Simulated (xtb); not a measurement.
# C2H9ClGeSi (SMILES [CH3][GeH2][SiH2]CCl): GFN1-xTB

We compute a geometry optimisation of C2H9ClGeSi. 

The results are computed with xtb 6.7.1.

1 further run of the same task is left out (set aside as unsound or not needed).

**1. The molecule**

C2H9ClGeSi: 14 atoms, total charge 0, spin state singlet. SMILES: `[CH3][GeH2][SiH2]CCl`. All atoms were displaced at random from a relaxed shape. The run starts from this shape.

Bond lengths: C1–Ge2 2.016 Å, Ge2–Si3 2.263 Å, Si3–C4 2.011 Å, C4–Cl5 1.744 Å, C1–H6 1.026 Å, C1–H7 1.018 Å, C1–H8 0.995 Å, Ge2–H9 1.494 Å, Ge2–H10 1.548 Å, Si3–H11 1.541 Å, Si3–H12 1.553 Å, C4–H13 1.068 Å, C4–H14 1.068 Å. Some angles: C1–Ge2–Si3 115.9°, Ge2–Si3–C4 109.2°, Si3–C4–Cl5 102.3°, C1–Ge2–H9 108.8°, C1–Ge2–H10 107.1°, Si3–Ge2–H9 111.9°, Si3–Ge2–H10 110.9°, Ge2–C1–H6 107.0°, Ge2–C1–H7 105.9°, Ge2–C1–H8 109.2°.

**2. A geometry optimisation at GFN1-xTB**

Contents of input.inp:

```
$opt
   hessian=swart
$end
```

Contents of mol.xyz:

```xyz
14
start
C     -1.01326    -0.21538     1.97109
Ge     0.80267     0.01035     1.12464
Si     0.94545    -0.52987    -1.06861
C     -0.53308     0.39081    -2.07353
Cl    -0.67921     1.90328    -1.21690
H     -1.64902     0.43355     1.49411
H     -0.91066     0.09157     2.93580
H     -1.32657    -1.14966     1.83076
H      1.81071    -0.72506     1.94550
H      1.23475     1.47798     1.36096
H      0.74230    -2.00756    -1.45634
H      2.26461    -0.08012    -1.75434
H     -1.39000    -0.23715    -1.95965
H     -0.32302     0.58323    -3.10248
```

The run is started by

```sh
$ xtb mol.xyz --opt normal --input input.inp --gfn 1 > run.log
```

Q: Predict the results. Wanted: total energy at the end; dipole moment; HOMO energy; LUMO energy; HOMO–LUMO gap; dispersion energy.

Answer, from the run:

At GFN1-xTB:

| quantity | value |
| --- | --- |
| total energy at the end | -16.85001 Eh |
| dipole moment | 2.77 D |
| HOMO energy | -11.48 eV |
| LUMO energy | -6.77 eV |
| HOMO–LUMO gap | 4.71 eV |
| dispersion energy | -15.82 kJ/mol |

In words: At the final geometry: Bond lengths: C1–Ge2 1.975 Å, Ge2–Si3 2.358 Å, Si3–C4 1.903 Å, C4–Cl5 1.820 Å, C1–H6 1.093 Å, C1–H7 1.093 Å, C1–H8 1.093 Å, Ge2–H9 1.500 Å, Ge2–H10 1.499 Å, Si3–H11 1.483 Å, Si3–H12 1.455 Å, C4–H13 1.091 Å, C4–H14 1.090 Å. Some angles: C1–Ge2–Si3 111.7°, Ge2–Si3–C4 111.2°, Si3–C4–Cl5 86.8°, C1–Ge2–H9 106.2°, C1–Ge2–H10 107.0°, Si3–Ge2–H9 112.9°, Si3–Ge2–H10 115.8°, Ge2–C1–H6 111.2°, Ge2–C1–H7 112.0°, Ge2–C1–H8 110.8°. The optimisation took 39 steps and changed the energy by -0.928 eV. Mulliken charges run from -0.15 on C1 to +0.21 on Si3.
